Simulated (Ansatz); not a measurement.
# ZrAl3B3N: the cost of one run

Program: Ansatz 0.2.0. Level of theory: DFT PBE, scalar-relativistic, plane waves, PAW, unless a step names another level. These are calculated values, not measurements.

5 further runs of the same task are left out: 2 that didn't finish, 3 set aside as unsound or not needed.

## (1) The structure to begin with

It takes space group P3m1 (No. 156, trigonal). The conventional cell has a = 3.018 Å, b = 3.018 Å, c = 11.414 Å, α = 90.00°, β = 90.00°, γ = 120.00°. Around Zr (site symmetry 3m) lie 9 B at 2.48 to 2.57 Å. Around Al (site symmetry 3m) lie 3 N at 2.11 Å and 6 B at 2.35 to 2.43 Å. Around Al (site symmetry 3m) lie 3 N at 2.12 Å. Around Al (site symmetry 3m) lie 3 B at 2.21 Å. Around B (site symmetry 3m) lie 3 B at 1.75 Å and 3 Al at 2.35 Å. B (site symmetry 3m) is surrounded by 3 B at 1.75 Å and 3 Al at 2.43 Å and 3 Zr at 2.48 Å. Around B (site symmetry 3m) lie 3 Al at 2.21 Å and 3 Zr at 2.53 Å. N (site symmetry 3m) has 6 Al at 2.11 to 2.12 Å as nearest neighbours.

Coordinates:

```
Zr Al B N
1.0
     3.01765    0.00000    0.00000
    -1.50883    2.61336    0.00000
     0.00000    0.00000   11.41404
Zr Al B N
1 3 3 1
Direct
  0.33333 0.66667 0.01052
  0.33333 0.66667 0.31402
  0.66667 0.33333 0.52555
  0.00000 0.00000 0.73037
  0.66667 0.33333 0.17561
  0.00000 0.00000 0.16571
  0.66667 0.33333 0.84921
  0.00000 0.00000 0.41900
```

It came out lowest among 36 distinct ends of the trial cells. At a tolerance of 0.05 Å it has space group P3m1 (No. 156).

## (2) A stricter relaxation, on the response runs' mesh and smearing

The input, input.yaml:

```yaml
crystal:
  lattice:
    - [3.0176511745, 0.0, 0.0]
    - [-1.5088255872, 2.6133625769, 0.0]
    - [0.0, 0.0, 11.4140370505]
  atoms:
    - { symbol: Zr, position: [0.3333333333, 0.6666666667, 0.0105198635] }
    - { symbol: Al, position: [0.3333333333, 0.6666666667, 0.3140197928] }
    - { symbol: Al, position: [0.6666666667, 0.3333333333, 0.5255486519] }
    - { symbol: Al, position: [0.0, 0.0, 0.7303720836] }
    - { symbol: B, position: [0.6666666667, 0.3333333333, 0.175613226] }
    - { symbol: B, position: [0.0, 0.0, 0.1657142039] }
    - { symbol: B, position: [0.6666666667, 0.3333333333, 0.8492092448] }
    - { symbol: "N", position: [0.0, 0.0, 0.4190029337] }
basis:
  ecutwfc: 420
kpoints:
  mp_grid: { grid: [12, 12, 4] }
hamiltonian:
  xc: pbe
scf:
  occupations: { method: gaussian, width: 0.1 }
output:
  forces: true
  stress: true
  eigenvalues: true
relax:
  adjacent_minimum: "off"
  f_tol: 0.001
  max_steps: 60
  cell: { stress_tol: 0.01 }
```

Launch:

```bash
> ansatz run input.yaml --threads 3 --pin off --max-ram 7680MiB --backend cpu --events-out ev --progress --plain --runs-dir out
```

**Question.** How long does this run take on 3 threads of Intel Xeon at 2.50GHz (Skylake/Cascade Lake), shared host, and how much memory does it need?

About 61 s, with a peak of 0.52 GiB.
